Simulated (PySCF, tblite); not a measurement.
# C₄H₃F₃NO₂ radical: geometry, infrared bands and EPR parameters

Aim: predict the infrared bands and EPR parameters of C₄H₃F₃NO₂ radical (`O=C[N]/C=C\OC(F)(F)F`).

Computed with tblite 0.8.0 and PySCF 2.14.0, with density-fitted response routines of our own, on a single molecule in the gas phase. Atoms count from 0, in the outputs and in this text.

**1. The molecule as given**

13 atoms, charge 0, multiplicity 2; geometry from: force field or distance geometry start.

Bonds of the start (Å): O0–C1 1.24, C1–N2 1.33, N2–C3 1.34, C3–C4 1.35, C4–O5 1.36, O5–C6 1.42, C6–F7 1.36, C6–F8 1.35, C6–F9 1.34, C1–H10 1.10, C3–H11 1.10, C4–H12 1.08.

**2. Relaxing the molecule with GFN2-xTB**

What the job is given:

```
{"job": {"kind": "relax", "xc": "GFN2-xTB", "basis": "xTB"}, "charge": 0, "multiplicity": 2}
O      3.117800     1.089600     0.108000
C      1.959200     1.483700     0.326500
N      0.808500     0.825700     0.363000
C      0.857400    -0.487200     0.079500
C     -0.099900    -1.438500     0.033400
O     -1.447400    -1.354500     0.216200
C     -2.036600    -0.103600     0.541700
F     -3.372000    -0.342100     0.677900
F     -1.634800     0.372900     1.742700
F     -1.930100     0.809400    -0.434000
H      1.782200     2.539800     0.569700
H      1.838600    -0.933200    -0.126200
H      0.152700    -2.461600    -0.202200
```

Launch:

```sh
> OMP_NUM_THREADS=1 python probes_run.py task.json out
```

One launch serves the whole session: the jobs run in the order shown.

The program printed:

```text
step      E/eV     max force
  0    -959.45961    2.640
  1    -959.67991    2.010
  2    -959.73243    0.866
  3    -959.75262    0.367
  4    -959.76645    0.324
  5    -959.77488    0.233
  6    -959.77801    0.168
  7    -959.77994    0.128
  8    -959.78221    0.141
  9    -959.78444    0.163
 10    -959.78644    0.132
 11    -959.78810    0.112
 12    -959.78968    0.108
 13    -959.79147    0.116
 14    -959.79349    0.142
 15    -959.79556    0.145
 16    -959.79755    0.124
 17    -959.79933    0.106
 18    -959.80089    0.095
 19    -959.80238    0.105
 20    -959.80398    0.109
 21    -959.80578    0.140
 22    -959.80770    0.148
 23    -959.80945    0.108
 24    -959.81107    0.099
 25    -959.81282    0.122
 26    -959.81494    0.149
 27    -959.81720    0.141
 28    -959.81914    0.122
 29    -959.82087    0.123
 30    -959.82310    0.144
 31    -959.82666    0.215
 32    -959.83081    0.238
 33    -959.83627    0.275
 34    -959.84031    0.540
 35    -959.84456    0.167
 36    -959.84706    0.123
 37    -959.85049    0.181
 38    -959.85205    0.162
 39    -959.85432    0.124
 40    -959.85614    0.136
 41    -959.85833    0.155
 42    -959.86044    0.153
 43    -959.86272    0.165
 44    -959.86502    0.175
 45    -959.86745    0.174
 46    -959.86997    0.142
 47    -959.87234    0.166
 48    -959.87429    0.105
 49    -959.87472    0.377
 50    -959.87640    0.083
 51    -959.87713    0.084
 52    -959.87937    0.121
 53    -959.88039    0.091
 54    -959.88142    0.080
 55    -959.88206    0.138
 56    -959.88324    0.117
 57    -959.88477    0.251
 58    -959.88813    0.383
 59    -959.89089    0.176
 60    -959.89228    0.547
 61    -959.89491    0.230
 62    -959.89808    0.129
 63    -959.90046    0.279
 64    -959.90208    0.096
 65    -959.90337    0.275
 66    -959.90437    0.092
 67    -959.90510    0.075
 68    -959.90604    0.126
 69    -959.90774    0.189
 70    -959.90910    0.189
 71    -959.91093    0.140
 72    -959.91235    0.136
 73    -959.91358    0.091
 74    -959.91383    0.285
 75    -959.91531    0.080
 76    -959.91590    0.066
 77    -959.91664    0.052
 78    -959.91680    0.072
 79    -959.91697    0.075
 80    -959.91708    0.068
 81    -959.91733    0.055
 82    -959.91775    0.064
 83    -959.91855    0.092
 84    -959.91984    0.144
 85    -959.92169    0.177
 86    -959.92430    0.155
 87    -959.92730    0.333
 88    -959.92395    0.563
 89    -959.93053    0.362
 90    -959.93165    0.244
 91    -959.93359    0.226
 92    -959.93261    0.988
 93    -959.93869    0.131
 94    -959.94120    0.098
 95    -959.92256    1.692
 96    -959.94350    0.070
 97    -959.94489    0.122
 98    -959.92611    1.559
 99    -959.94673    0.053
100    -959.94786    0.071
101    -959.94225    0.994
102    -959.94935    0.056
103    -959.95010    0.087
104    -959.95032    0.395
105    -959.95109    0.123
106    -959.95131    0.119
107    -959.95176    0.105
108    -959.95188    0.047
109    -959.95193    0.016
110    -959.95195    0.017
111    -959.95199    0.020
112    -959.95204    0.020
113    -959.95210    0.023
114    -959.95217    0.027
115    -959.95223    0.039
116    -959.95230    0.037
117    -959.95234    0.021
118    -959.95235    0.006
```

Run time: 0.49 s. Hardware: 1 thread of AMD EPYC 9R45, shared host.

Along the way: (not every step is listed)

| step | energy from step 0 (eV) | largest force (eV/Å) |
| --- | --- | --- |
| 0 | 0.0000 | 2.6402 |
| 1 | -0.2203 | 2.0098 |
| 2 | -0.2728 | 0.8664 |
| 3 | -0.2930 | 0.3666 |
| 4 | -0.3068 | 0.3244 |
| 5 | -0.3153 | 0.2325 |
| 6 | -0.3184 | 0.1676 |
| 7 | -0.3203 | 0.1277 |
| 8 | -0.3226 | 0.1412 |
| 18 | -0.3413 | 0.0950 |
| 28 | -0.3595 | 0.1218 |
| 38 | -0.3924 | 0.1616 |
| 48 | -0.4147 | 0.1053 |
| 58 | -0.4285 | 0.3834 |
| 68 | -0.4464 | 0.1262 |
| 78 | -0.4572 | 0.0721 |
| 88 | -0.4643 | 0.5627 |
| 98 | -0.4665 | 1.5592 |
| 108 | -0.4923 | 0.0470 |
| 113 | -0.4925 | 0.0233 |
| 114 | -0.4926 | 0.0272 |
| 115 | -0.4926 | 0.0387 |
| 116 | -0.4927 | 0.0374 |
| 117 | -0.4927 | 0.0209 |
| 118 | -0.4927 | 0.0058 |

Distances of close pairs at the start and the end, largest changes first:

| bond | before (Å) | after (Å) | change (Å) |
| --- | --- | --- | --- |
| O5–C6 | 1.421 | 1.335 | -0.086 |
| O0–C1 | 1.243 | 1.200 | -0.044 |
| N2–C3 | 1.344 | 1.305 | -0.039 |
| C6–F7 | 1.363 | 1.330 | -0.033 |
| C1–H10 | 1.098 | 1.131 | +0.033 |
| C6–F8 | 1.353 | 1.332 | -0.022 |
| C1–N2 | 1.326 | 1.305 | -0.021 |
| C3–C4 | 1.350 | 1.369 | +0.019 |

The final coordinates are the input of the step that follows.

**3. Infrared spectrum with GFN2-xTB**

What the job is given:

```
{"job": {"kind": "ir", "xc": "GFN2-xTB", "basis": "xTB"}, "charge": 0, "multiplicity": 2}
O      2.273853     2.136731     1.305408
C      1.731035     1.492700     0.451297
N      1.054157     0.377240     0.482380
C      0.940618    -0.762454    -0.142646
C     -0.203828    -1.511140    -0.204537
O     -1.460403    -1.212775     0.265595
C     -1.777518    -0.010393     0.751257
F     -3.092649     0.007347     0.948501
F     -1.207480     0.274294     1.920413
F     -1.498287     0.996948    -0.085310
H      1.625623     1.941576    -0.581975
H      1.820961    -1.228235    -0.586418
H     -0.210471    -2.501351    -0.627898
```

The program printed:

```text
mode    cm-1     km/mol
  1      45.4      3.94
  2      60.8      2.48
  3      89.8      5.96
  4     136.1      7.06
  5     151.8     19.06
  6     175.5      2.56
  7     244.8      3.99
  8     367.9      0.23
  9     391.1      7.49
 10     425.7      0.80
 11     509.8     12.32
 12     551.5     27.50
 13     555.9     21.94
 14     607.5     30.47
 15     697.9      8.53
 16     768.6     13.84
 17     811.0      8.37
 18     829.6     23.15
 19     866.4      1.04
 20     978.0     14.32
 21    1057.6    411.28
 22    1083.0    111.79
 23    1101.5    208.37
 24    1140.9    598.61
 25    1242.5    137.15
 26    1251.9      3.88
 27    1309.9     98.60
 28    1485.9    224.40
 29    1517.4     66.26
 30    1798.0    396.02
 31    2466.7     24.40
 32    2947.0     24.49
 33    3121.4     16.98
```

Run time: 0.27 s. Hardware: 1 thread of AMD EPYC 9R45, shared host.

Which atoms move in the most intense modes:

| cm⁻¹ | km/mol | atoms |
| --- | --- | --- |
| 1058 | 411.3 | C6 73 %, F9 13 % |
| 1083 | 111.8 | C6 17 %, C4 16 %, O5 15 %, H11 11 % |
| 1102 | 208.4 | C6 70 %, F7 12 % |
| 1141 | 598.6 | C6 55 %, O5 20 % |
| 1242 | 137.2 | H12 57 %, O5 18 % |
| 1310 | 98.6 | H11 63 %, C4 14 % |
| 1486 | 224.4 | C4 50 %, C3 26 % |
| 1798 | 396.0 | C1 61 %, O0 30 % |

**4. g tensor and hyperfine couplings: B3LYP/pcH-1**

Same as in step 3 but for these lines:

```diff
@@ -1,2 +1,2 @@
-{"job": {"kind": "ir", "xc": "GFN2-xTB", "basis": "xTB"}, "charge": 0, "multiplicity": 2}
+{"job": {"kind": "epr", "basis": "pcH-1"}, "charge": 0, "multiplicity": 2}
 O      2.273853     2.136731     1.305408
```

Level: UKS B3LYP, pcH-1 on C F H N O, non-relativistic, mean-field spin-orbit, GIAO.

The program printed:

```text
UKS, coarse grid
  cycle   1  E = -658.56891776  |g| = 9.73e-01
  cycle   2  E = -655.64472966  |g| = 2.36e+00
  cycle   3  E = -658.59889638  |g| = 8.23e-01
  cycle   4  E = -658.87913248  |g| = 2.04e-01
  cycle   5  E = -658.89007540  |g| = 1.92e-01
  cycle   6  E = -658.90572611  |g| = 2.69e-02
  cycle   7  E = -658.90607659  |g| = 1.95e-02
  cycle   8  E = -658.90627202  |g| = 6.06e-03
  cycle   9  E = -658.90630841  |g| = 3.11e-03
  cycle  10  E = -658.90631721  |g| = 1.12e-03
  cycle  11  E = -658.90631826  |g| = 5.49e-04
UKS, final grid
  cycle   1  E = -658.90637914  |g| = 8.84e-04
  cycle   2  E = -658.90637860  |g| = 1.55e-03
  cycle   3  E = -658.90637943  |g| = 1.36e-04
  cycle   4  E = -658.90637944  |g| = 4.97e-05
  cycle   5  E = -658.90637944  |g| = 3.34e-05
  cycle   6  E = -658.90637945  |g| = 1.45e-05
E = -658.90637945 Eh   <S^2> = 0.7715 (exact 0.7500)
g shifts (ppm)      1          2          3
  rmc          -213       -213       -213
  gc             -3         50         48
  oz_so        -101       1025       2206
  total        -317        862       2041
hyperfine (MHz)  atom isotope    a_iso     a_fc   dipolar eigenvalues
    0   17O      -3.74      -3.74    -11.84      3.89      7.94
    1   13C     -31.37     -31.37     -5.95     -0.95      6.90
    2   14N      25.26      25.26    -24.87    -23.11     47.98
    3   13C     -38.01     -38.01    -22.82      7.47     15.35
    4   13C      52.88      52.88    -49.56    -47.13     96.69
    5   17O     -11.16     -11.16    -34.45     16.54     17.90
    6   13C      -2.77      -2.77     -0.89     -0.28      1.17
    7   19F      -1.05      -1.05     -6.22     -2.29      8.51
    8   19F      27.78      27.78    -10.47     -5.43     15.91
    9   19F       8.48       8.48     -8.61     -3.81     12.42
   10    1H     147.16     147.16     -4.50     -0.31      4.81
   11    1H       5.63       5.63     -5.23     -0.05      5.29
   12    1H     -41.15     -41.15    -22.50     -2.02     24.52
```

Wall time 46 s (1 thread of AMD EPYC 9R45, shared host); peak memory 0.97 GiB.

Principal g values 2.00200, 2.00318, 2.00436; g(iso) = 2.00318, against 2.00232 for a free electron.

Mean a(iso) over the nuclei that a row names, and the largest dipolar term of the row (other rows stand at the frozen geometry):

| nuclei | isotope | a(iso) (MHz) | a(iso) (G, at g = 2.0023) | largest dipolar term (MHz) |
| --- | --- | --- | --- | --- |
| H10 | 1H | 147.2 | 52.5 | 4.8 |
| C4 | 13C | 52.9 | 18.9 | 96.7 |
| H12 | 1H | -41.1 | -14.7 | 24.5 |
| C3 | 13C | -38.0 | -13.6 | -22.8 |
| C1 | 13C | -31.4 | -11.2 | 6.9 |
| N2 | 14N | 25.3 | 9.0 | 48.0 |
| F7, F8, F9 | 19F | 11.7 | 4.2 | 15.9 |
| O5 | 17O | -11.2 | -4.0 | -34.4 |
| H11 | 1H | 5.6 | 2.0 | 5.3 |
| O0 | 17O | -3.7 | -1.3 | -11.8 |
| C6 | 13C | -2.8 | -1.0 | 1.2 |

Mulliken spin populations:

O0 0.02; C1 -0.03; N2 0.50; C3 -0.17; C4 0.56; O5 0.06; C6 0.00; F7 0.00; F8 0.00; F9 0.00; H10 0.07; H11 0.00; H12 -0.03

In first order the couplings over 0.8 MHz of 1H, 14N, 19F give 96 distinct lines over 99.7 G, if the averaged nuclei exchange fast.

Orbitals, density, ELF and potential are computed afterwards from the orbital file.

ELF in a plane through or near 9 of the atoms.

Ten even steps from ' ' (0.00) to '@' (1.00):
```
                                                        
                                                        
                                                        
                                                        
                                        ....            
        ::====--::..          ....    --**++::          
      ::++##%%**==::          ::::....++%%%%++..        
    ..--##@@%%####++::..      ::++++==**%%%%**::        
    ..--**%%##%%======****    ::++::::==++##++..        
      ..--==**++::++%%**@@++    --####==                
        ..::==++**%%==++##==    --##**##**::            
            ..::--++##%%**==++==**##**%%%%++..          
                    --==--==@@++::**++****--            
                  --%%@@##++**++++##::                  
                --%%@@@@@@--..**@@@@%%==                
                ==@@@@@@%%    ++@@@@@@%%..              
                  --%%%%--    ::@@@@%%**                
                                  ..                    
                                                        
                                                        
```
The map spans 11.1 Å across and 9.8 Å up, centred on the molecule. Atoms in the plane (x, y in Å): C1 (-2.2, 0.6), N2 (-1.1, -0.1), C3 (-0.5, -1.2), C4 (0.9, -1.3), O5 (1.9, -0.4), C6 (1.6, 0.9), F7 (2.7, 1.6), H11 (-1.1, -2.1), H12 (1.3, -2.3).

log10 of the density (e/Å³) in the same plane.

Ten even steps from '0' (-4.0) to '9' (1.4):
```
0000000000000000000000000000
0000000000000000000000000000
0000000000000000000000000000
0000001100000000011121000000
0000223322100122333343310000
0012445544322344555566531000
0023566655433456666777642000
0134678876554556777788642100
0134578877666556787776542000
0023567787887655677765420000
0022455677897655688865320000
0001234556777777788865310000
0000123445679877877654310000
0000011245677777776543100000
0000001245677666776532000000
0000000234555445665431000000
0000000123444334444320000000
0000000011222112222100000000
0000000000000000110000000000
0000000000000000000000000000
```
The map spans 11.1 Å across and 9.8 Å up, centred on the molecule. Atoms in the plane (x, y in Å): C1 (-2.2, 0.6), N2 (-1.1, -0.1), C3 (-0.5, -1.2), C4 (0.9, -1.3), O5 (1.9, -0.4), C6 (1.6, 0.9), F7 (2.7, 1.6), H11 (-1.1, -2.1), H12 (1.3, -2.3).

On the surface of density 0.002 e/bohr³ the electrostatic potential runs, from the 1st to the 99th percentile, from -1.93 V near O0 to 2.08 V near H12.

The spin density lies nearest to N2 34 %; C4 31 %; C3 9 % (beta excess); O5 7 %.

**5. Summary of results**

| quantity | value |
| --- | --- |
| strongest single infrared mode (GFN2-xTB) | 1141 cm⁻¹, 599 km/mol |
| zero-point energy (GFN2-xTB) | 44.0 kcal/mol |
| g(iso) (B3LYP) | 2.00318 |
| ⟨S²⟩ | 0.771 (exact 0.75) |
| largest a(iso) (averaged by class) | 1H on H10, 147.2 MHz |
| surface potential, 1st and 99th percentile | -1.93 V and 2.08 V |

In words: Relaxing lowered the energy by 0.493 eV in 118 steps; the close pair that moved most is O5–C6, from 1.421 to 1.335 Å. No mode is imaginary among the 33: a minimum at this level. The strongest single mode, at 1141 cm⁻¹, moves mainly C6. GFN2-xTB is a fitted tight-binding method: band positions and strengths are rough. Its intensities can rank the bands wrongly. The largest spin populations lie on C4 (0.56 e), N2 (0.50 e). The isotropic g lies 0.9 ppt above the free-electron value.
